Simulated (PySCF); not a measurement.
# H2LuO (Lu(H2O)3+): the cost of one run

Program: PySCF 2.14.0. Level of theory: PBE, Lu def2-SVP with ECP28, O def2-SVP, H def2-SVP; scalar-relativistic core potentials, no spin–orbit coupling. These are calculated values, not measurements.

3 further runs of the same task are left out: 2 for a known fault of the program, 1 that didn't finish.

## 1. The starting structure

4 atoms, charge 3, spin multiplicity 1.

Bond lengths: Lu1–O2 2.074 Å, O2–H3 1.021 Å, O2–H4 1.021 Å. Angles: Lu1–O2–H3 128.9°, Lu1–O2–H4 128.9°, H3–O2–H4 102.1°.

Coordinates:

```xyz
4
H2LuO
Lu    0.00000    0.00000   -0.02121
O     0.00000    0.00000    2.05282
H     0.79395    0.00000    2.69413
H    -0.79395    0.00000    2.69413
```

Formal oxidation states: Lu +3. An earlier session relaxed this geometry at PBE, Lu def2-SVP with ECP28, O def2-SVP, H def2-SVP (singlet, point group C2v).

Its energy there is -1311.407906 Eh.

## 2. Multiplicity 3 at the relaxed geometry

run.py (the lines that set the calculation) reads:

```python
mol = gto.M(atom='''
Lu     0.00000     0.00000    -0.02121
O      0.00000     0.00000     2.05282
H      0.79395     0.00000     2.69413
H     -0.79395     0.00000     2.69413''',
    basis={'Lu': 'def2-SVP', 'O': 'def2-SVP', 'H': 'def2-SVP'},
    ecp={'Lu': 'def2-SVP'},
    charge=3, spin=2)
mf = dft.UKS(mol, xc='PBE')
mf.grids.atom_grid = (50, 194)  # f atoms: unpruned, at least (60, 302)
mf = mf.density_fit()  # fitting sets: Lu def2-universal-JKFIT, O def2-universal-JKFIT, H def2-universal-JKFIT
mf.conv_tol = 1e-08; mf.max_cycle = 55
mf.kernel(dm0)  # dm0: free metal ions and neutral atoms
```

The run is started by

```console
$ OMP_NUM_THREADS=2 python run.py
```

**Question.** How long does this run take on 2 threads of Arm Neoverse V1, shared host?

About 11 s.
